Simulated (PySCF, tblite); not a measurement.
# C₇H₁₀N₂O: geometry, infrared bands and NMR shifts

Wanted: the infrared bands and NMR shifts of C₇H₁₀N₂O (`C=Cn1ncc(OC)c1C`), by calculation.

Programs: tblite 0.8.0 and PySCF 2.14.0, with density-fitted response routines of our own. Each step states its level of theory. These are calculated values for one molecule in the gas phase, unless marked as measured. Atoms are numbered from 0 throughout.

### 1 Starting geometry

20 atoms, charge 0, multiplicity 1; geometry from: force field or distance geometry start.

Bonds of the start (Å): C0–C1 1.34, C1–N2 1.42, N2–N3 1.35, N3–C4 1.33, C4–C5 1.40, C5–O6 1.36, O6–C7 1.43, C5–C8 1.36, C8–C9 1.49, C8–N2 1.40, C0–H10 1.10, C0–H11 1.09, C1–H12 1.07, C4–H13 1.08, C7–H14 1.09, C7–H15 1.10, C7–H16 1.09, C9–H17 1.10, C9–H18 1.09, C9–H19 1.09.

### 2 Optimising the geometry with GFN2-xTB

Job settings and geometry (Å):

```
{"job": {"kind": "relax", "xc": "GFN2-xTB", "basis": "xTB"}, "charge": 0, "multiplicity": 1}
C     -3.436500    -0.739300     0.823400
C     -2.487300     0.062700     0.324200
N     -1.108500    -0.268300     0.280800
N     -0.580500    -1.436800     0.710300
C      0.725900    -1.350700     0.493900
C      1.067400    -0.129200    -0.104100
O      2.256600     0.390600    -0.504900
C      3.371900    -0.469700    -0.278800
C     -0.105300     0.557100    -0.231600
C     -0.365100     1.912800    -0.788200
H     -4.484700    -0.419900     0.833300
H     -3.219300    -1.724000     1.226200
H     -2.756700     1.033600    -0.045900
H      1.364200    -2.182200     0.758400
H      3.496200    -0.675100     0.785900
H      3.258500    -1.403400    -0.840000
H      4.265500     0.041200    -0.636400
H      0.567000     2.376100    -1.133900
H     -1.037800     1.862600    -1.645700
H     -0.796800     2.572800    -0.030100
```

The run is started by

```
OMP_NUM_THREADS=1 python probes_run.py task.json out
```

The driver reads the jobs from task.json and runs them one after another.

**Question.** This job is followed by: GFN2-xTB harmonic vibrations, gas phase; GIAO PBE0/pcSseg-1 NMR shielding, non-relativistic, gas phase. What will the session give for the following? strongest single infrared mode (GFN2-xTB); zero-point energy (GFN2-xTB); 13C shifts against TMS (PBE0/pcSseg-1); 1H shifts against TMS (PBE0/pcSseg-1, means over atoms taken as alike); 15N shifts against NH3 (PBE0/pcSseg-1); 17O shifts against H2O (PBE0/pcSseg-1).

**Answer**, as computed:

| quantity | value |
| --- | --- |
| strongest single infrared mode (GFN2-xTB) | 1335 cm⁻¹, 154 km/mol |
| zero-point energy (GFN2-xTB) | 100.2 kcal/mol |
| 13C shifts against TMS (PBE0/pcSseg-1) | 151.3, 134.4, 128.1, 126.8, 105.6, 58.3, 9.1 ppm |
| 1H shifts against TMS (PBE0/pcSseg-1, means over atoms taken as alike) | 7.25, 6.96, 6.44, 5.06, 3.94, 2.31 ppm |
| 15N shifts against NH3 (PBE0/pcSseg-1) | 318.8, 240.7 ppm |
| 17O shifts against H2O (PBE0/pcSseg-1) | 59.9 ppm |

What this shows: Relaxing lowered the energy by 0.135 eV in 42 steps; the close pair that moved most is C1–N2, from 1.419 to 1.387 Å. All 54 modes are real, so the xTB geometry is a minimum. The strongest single mode, at 1335 cm⁻¹, has its largest shares on N2, N3 and H11 (the list is cut at 3 atoms). Unscaled tight-binding wavenumbers are off by several per cent, some by more. Its intensities can rank the bands wrongly. At PBE0/pcSseg-1: The widest tensor belongs to N3: span 471 ppm, with a paramagnetic part of -376 ppm. NICS(1)zz of -25 ppm above the planar ring from N2 marks a diatropic (aromatic) ring current.
